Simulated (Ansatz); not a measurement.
# TaRu: pressure up to the limit of the methods

One table from this session's results is given with a row withheld; the runs are named, their logs left out.

Program: Ansatz 0.2.0. Level of theory: DFT LDA, with the methods named in each step. These are calculated values, not measurements.

**The structure to begin with**

It takes space group Pm-3m (No. 221, cubic). Conventional cell: a = 3.179 Å, b = 3.179 Å, c = 3.179 Å, α = 90.00°, β = 90.00°, γ = 90.00°. Around Ta (site symmetry m-3m) lie 8 Ru at 2.75 Å. Ru (site symmetry m-3m) is surrounded by 8 Ta at 2.75 Å.

Structure file:

```cif
data_structure
_symmetry_space_group_name_H-M 'Pm-3m'
_symmetry_Int_Tables_number 221
_cell_length_a 3.1788
_cell_length_b 3.1788
_cell_length_c 3.1788
_cell_angle_alpha 90.000
_cell_angle_beta 90.000
_cell_angle_gamma 90.000
_cell_volume 32.12
loop_
_atom_site_label
_atom_site_type_symbol
_atom_site_symmetry_multiplicity
_atom_site_Wyckoff_symbol
_atom_site_fract_x
_atom_site_fract_y
_atom_site_fract_z
_atom_site_occupancy
Ta1 Ta 1 b 0.50000 0.50000 0.50000 1
Ru1 Ru 1 a 0.00000 0.00000 0.00000 1
```

The file gives the conventional cell by its symmetry; the runs use the cell typed in the input.

Whether this phase is the stable one at these pressures isn't tested.

Atoms are numbered in the order of the input: Ta1, Ru2.

Set-up of the first run:

Input file input.yaml:

```yaml
crystal:
  lattice:
    - [3.178842, 0.0, 0.0]
    - [0.0, 3.178842, 0.0]
    - [0.0, 0.0, 3.178842]
  atoms:
    - { symbol: Ta, position: [0.5, 0.5, 0.5] }
    - { symbol: Ru, position: [0.0, 0.0, 0.0] }
kpoints:
  mp_grid: { grid: [11, 11, 11] }
  band_path:
    path:
      - [0.0, 0.0, 0.0]
      - [0.0, 0.5, 0.0]
      - [0.5, 0.5, 0.0]
      - [0.0, 0.0, 0.0]
      - [0.5, 0.5, 0.5]
      - [0.0, 0.5, 0.0]
      - [0.5, 0.5, 0.5]
      - [0.5, 0.5, 0.0]
    npoints: 14
scf:
  occupations: { method: fermi_dirac, width: 0.05 }
hamiltonian:
  xc: lda
  pseudopotentials: { kind: all_electron, lapw: { basis_error: 0.001 } }
output:
  forces: true
  stress: true
  eigenvalues: true
  populations: true
```

Run with:

```sh
ansatz run input.yaml --threads 1 --pin off --max-ram 2048MiB --backend cpu --events-out ev --progress --plain --runs-dir out
```

Among the steps run: The reference volume, LAPW; Volume scaled by 1, norm-conserving; Volume scaled by 0.9, LAPW; Volume scaled by 0.8, LAPW; Volume scaled by 0.4, LAPW; Volume scaled by 0.4, norm-conserving.

One table of the session follows, with a row left open; its other results are not shown here.

```
         method  volume over the first  volume (Å³/atom)  pressure (GPa)
           LAPW                      1            16.061          -14.40
           LAPW                    0.9                 ?               ?
           LAPW                    0.8            12.849           66.90
           LAPW                    0.4             6.424         1425.77
            PAW                      1            16.061          -14.54
            PAW                    0.9            14.455           15.08
            PAW                    0.8            12.849           67.15
            PAW                    0.4             6.424         1438.58
norm-conserving                      1            16.061          -15.45
norm-conserving                    0.4             6.424         1408.28
```

Q: Estimate the row for LAPW, 0.9 from the others.

The run gave: volume (Å³/atom): 14.455; pressure (GPa): 15.12.

Limits of these values: Rows by PAW come from runs of the same series that aren't printed here. Warnings in the runs' records: stress scf threshold loose, gradients without spin orbit.
